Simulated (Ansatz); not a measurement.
Write a Python script for the Ansatz DFT code, driven from Python that makes a comparison of functionals at one structure of MnSe, space group Fm-3m. Level of theory (first run): BLYP, PAW, cutoff 327 eV, 6×6×6 k-points, Fermi-Dirac smearing of 0.3 eV, collinear spin. The script varies functional: blyp, pbesol, lda.

```
Mn Se
1.0
     0.00000    2.72000    2.72000
     2.72000    0.00000    2.72000
     2.72000    2.72000    0.00000
Mn Se
1 1
Direct
  0.00000 0.00000 0.00000
  0.50000 0.50000 0.50000
```

`xc.py`:
```python
# -*- coding: utf-8 -*-
import logging
import sys
import warnings

import ansatz as az
import pandas as pd

logging.basicConfig(stream=sys.stdout, format="[%(levelname)s] %(message)s")
logger = logging.getLogger("calc")
logger.setLevel(logging.INFO)

warnings.simplefilter("ignore", az.DeckWarning)

structure = (
    az.Lattice.fcc(5.44)
    .space_group(225)
    .atom("Mn", (0.0, 0.0, 0.0))
    .atom("Se", (0.5, 0.0, 0.0))
    .primitive()
    .moments(Mn=4)
)

base = (
    structure.calculation()
    .kpoints(6, 6, 6)
    .scf(max_iterations=150)
    .basis(12 * az.Ha)
    .spin("collinear")
    .occupations("Fermi-Dirac", width=0.3)
    .mixing("msr1")
)

rows = []
for value in ["blyp", "pbesol", "lda"]:
    data = base.functional(value).run(threads=1).report
    rows.append((value, data["free_energy_ev"] / len(data["lattice"]["sites"]), data["n_iterations"], data["magnetization_mub"], data["n_kpoints"]))

table = pd.DataFrame(rows, columns=["functional", "F/atom (eV)", "iterations", "moment (muB)", "k-points"])
print(table.round(5).to_string(index=False))
```

`python xc.py` gives:
```text
functional  F/atom (eV)  iterations  moment (muB)  k-points
      blyp  -4693.55150          11       4.33096        16
    pbesol  -4646.74225          11       4.43258        16
       lda  -4612.31142          11       4.30427        16
```

The cutoff lies under the one recommended for these potentials. Other magnetic orders than the one started from may lie lower. BLYP can be off by several per cent in the lattices of metals, and by several GPa in the pressure at a fixed cell. For a metal this k-point mesh is coarse: on a finer one energies can move by several to tens of meV an atom and pressures by half a GPa or more, differences at one mesh by less. The smearing is wide enough that free energy and stress hold a thermal part of the electrons. With one magnetic atom the cell can hold only ferromagnetic order. Of the deposited cell: the entry's cell lengths or inner coordinates differ somewhat from later room-temperature determinations. Without a Hubbard U or exact exchange, semilocal functionals often make such 3d compounds metallic or too weakly gapped. The structure is a deposited one; some such entries were measured under pressure or heat, so a shift against it needn't be the functional's error alone. Total energies of different functionals can't be compared; pressures, moments and gaps at this one structure can. The script silences the warnings on its input, which a real study should read. It ran for 5.9 s on 1 thread of Arm Neoverse V2, with other jobs on the host, peak memory 0.41 GiB.
